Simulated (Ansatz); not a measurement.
# C2H6Zn: the cost of one run

Program: Ansatz 0.2.0, Gaussian basis. Level of theory: PBE0-D4/def2-TZVP structures, single points in def2-TZVPP, no counterpoise correction. These are calculated values, not measurements.

Levels: SPW92, PBE-D4, BLYP-D4, r2SCAN-D4, B97M-V, PBE0-D4, B3LYP-D4, r2SCAN0-D4, BHLYP-D4, CAM-B3LYP-D4, wB97X-V, wB97M-V, B2PLYP, PBE-QIDH, RPA on PBE, Hartree-Fock, MP2, CCSD, CCSD(T).

Cores are frozen in the correlated methods. The 3s and 3p shells of Cu and Zn are frozen; filled d shells are correlated. B3LYP uses VWN-RPA correlation. B2PLYP carries no dispersion term here.

94 further runs of the same task are left out: 94 set aside as unsound or not needed. Runs told in other sessions of the task aren't counted.

## 1. The starting structure

The complex: 12 atoms, charge 0, spin multiplicity 1.

Atoms are counted from 1 here; the program's logs count them from 0.

Bond lengths: Zn1–C2 1.958 Å, Zn1–C3 1.957 Å, C2–H6 1.095 Å, C2–H7 1.095 Å, C2–H8 1.093 Å, C3–H9 1.095 Å, C3–H10 1.095 Å, C3–H11 1.093 Å, H4–O5 0.961 Å, O5–H12 0.961 Å. Angles: C2–Zn1–C3 169.5°, Zn1–C2–H6 111.2°, Zn1–C2–H7 110.8°, Zn1–C2–H8 112.4°, H6–C2–H7 107.5°, H6–C2–H8 107.2°, H7–C2–H8 107.5°, Zn1–C3–H9 111.2°, Zn1–C3–H10 110.7°, Zn1–C3–H11 112.4°, H9–C3–H10 107.5°, H9–C3–H11 107.2°, H10–C3–H11 107.5°, H4–O5–H12 106.9°.

Coordinates:

```
atom    x (Å)    y (Å)    z (Å)
 Zn1   0.1402  -0.3452   0.3973
  C2   0.9002   1.0337   1.5607
  C3  -0.4597  -1.9540  -0.5428
  H4  -0.3365   2.0574  -1.2657
  O5  -0.7745   1.2044  -1.2065
  H6   1.6962   1.5864   1.0508
  H7   0.1340   1.7574   1.8560
  H8   1.3298   0.6176   2.4753
  H9   0.0204  -2.0413  -1.5232
 H10  -1.5414  -1.9259  -0.7076
 H11  -0.2347  -2.8691   0.0106
 H12  -0.8739   0.8787  -2.1048
```

Its parts: C2H6Zn holds atoms 1, 2, 3, 6, 7, 8, 9, 10, 11; H2O holds atoms 4, 5, 12. Each part counts its atoms afresh in its own runs.

## 2. Relaxing C2H6Zn alone

File relax-a/in.yaml:

```yaml
crystal:
  periodic: [false, false, false]
  atoms:
    - {symbol: Zn, position_ang: [0.140183, -0.345234, 0.397317]}
    - {symbol: C, position_ang: [0.900165, 1.033677, 1.560689]}
    - {symbol: C, position_ang: [-0.459738, -1.953976, -0.542806]}
    - {symbol: H, position_ang: [1.696240, 1.586376, 1.050805]}
    - {symbol: H, position_ang: [0.134026, 1.757387, 1.856012]}
    - {symbol: H, position_ang: [1.329827, 0.617640, 2.475264]}
    - {symbol: H, position_ang: [0.020380, -2.041336, -1.523172]}
    - {symbol: H, position_ang: [-1.541414, -1.925880, -0.707624]}
    - {symbol: H, position_ang: [-0.234679, -2.869059, 0.010564]}
basis:
  gaussian: {orbitals: def2-TZVP}
hamiltonian: {xc: pbe0, dispersion: d4}
relax: {f_tol: 0.005, max_steps: 200}
```

Command:

```console
$ ansatz run in.yaml --threads 8 --pin off --events-out ev --progress --plain --max-ram 19148MiB
```

**Question.** How long does this run take on 8 threads of Arm Neoverse V1, shared host?

About 6 s.
